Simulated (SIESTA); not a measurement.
The system is HfIn4SiO6.

```
Hf In Si O
1.0
     5.69867    0.00381    0.01559
    -0.70506    6.10815   -0.00575
    -2.73718   -1.39557    6.63076
Hf In Si O
1 4 1 6
Direct
  0.11793 0.01556 0.13292
  0.38842 0.99901 0.72891
  0.75865 0.00842 0.49586
  0.23461 0.48841 0.53300
  0.59649 0.48211 0.20528
  0.86778 0.44029 0.85544
  0.55316 0.38738 0.79290
  0.93454 0.38483 0.65596
  0.98414 0.26218 0.00347
  0.99083 0.69806 0.98452
  0.08665 0.06493 0.39374
  0.48680 0.10883 0.21799
```

The cell was built by a generator and needn't be a form met in nature.

Base run:

```yaml
Program: SIESTA 5.4.2
Functional: PBE
Potentials_or_basis: PseudoDojo 0.4 standard (PBE files)
Basis: DZP (energy shift 0.003 Ry; two zetas on semicore shells)
Grid_cutoff: 800 Ry
Energy_shift: 0.003 Ry
k_mesh: 5 × 5 × 4
Occupations: fermi-dirac, width 0.05 eV
Spin: no spin polarisation
```

Its results: band gap on the k mesh 0.86 eV, indirect (least direct gap 1.12 eV); pressure 1.5 GPa; largest force 0.398 eV/Å.

**Question.** After a change of settings the same cell gave: band gap on the k mesh 0.89 eV, indirect (least direct gap 1.12 eV); pressure 3.5 GPa; largest force 0.550 eV/Å. Which change was it?
A. functional from PBE to AM05; potentials or basis from PseudoDojo 0.4 standard (PBE files) to PseudoDojo 0.4 standard (PBEsol files)
B. functional from PBE to PBEsol; potentials or basis from PseudoDojo 0.4 standard (PBE files) to PseudoDojo 0.4 standard (PBEsol files)
C. functional from PBE to BLYP
D. functional from PBE to RPBE

**Answer.** D.

RPBE binds less tightly than PBE, so the same cell stands under more pressure.

Caveats: short orbitals over semicore shells can move pressures by several GPa; spin-orbit coupling is left out, which moves the levels of the heavy elements; the basis of atomic orbitals isn't converged, which shifts pressures, moduli and gaps; the potentials were made for another functional, which shifts forces and pressure (some runs).

Not every run made on this cell is shown here.
